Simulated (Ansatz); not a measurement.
# The germanium atom (triplet): the correlation ladder, aug-cc-pVDZ

The task here is to estimate one member of a computed series from the others.

Method: aug-cc-pVDZ, core rule «outside noble gas», up to 14 orbitals frozen; program: Ansatz 0.2.0, Gaussian basis.

To be run: UHF; CCSD(T) on ROHF; Full CI.

## The atom

A free atom, in its lowest state of this spin that the program finds. No spin-orbit coupling is included. The filled d shell of Ge may be among the frozen orbitals whatever the setting's name suggests; the logs give the count.

1 atom, charge 0, spin multiplicity 3.

The first run:

in.yaml

```yaml
crystal:
  periodic: [false, false, false]
  atoms:
    - {symbol: Ge, position_ang: [0.000000, 0.000000, 0.000000]}
basis:
  gaussian: {orbitals: aug-cc-pVDZ}
magnetization: {spin_polarized: true, initial_magnetization: 2}
hamiltonian: {xc: hf}
output: {orbitals: {seedname: orbitals}}
```

Command:

```console
ansatz run in.yaml --threads 1 --pin off --events-out ev --progress --plain --max-ram 2393MiB
```

Steps of the session up to this table: UHF; CCSD(T) on ROHF; Full CI.

One table of the session follows, with a row left open; its other results are not shown here.

It belongs to the step «Misses and costs». 

| method | from FCI (kJ/mol) |
| --- | --- |
| ROHF | +163.9 |
| UHF | ? |
| RMP2 | +47.0 |
| RCCSD | +3.7 |
| RCCSD(T) | +1.0 |
| FCI | 0 |

Q: Estimate the row for UHF from the others.

The run gave: from FCI (kJ/mol): +154.5. In the column «from FCI (kJ/mol)» it lies between RMP2 (+47.0) and ROHF (+163.9).

Limits of these values: Levels on UHF freeze UHF's core orbitals, full CI those of ROHF, so the U rows can settle a little off it for that reason alone.
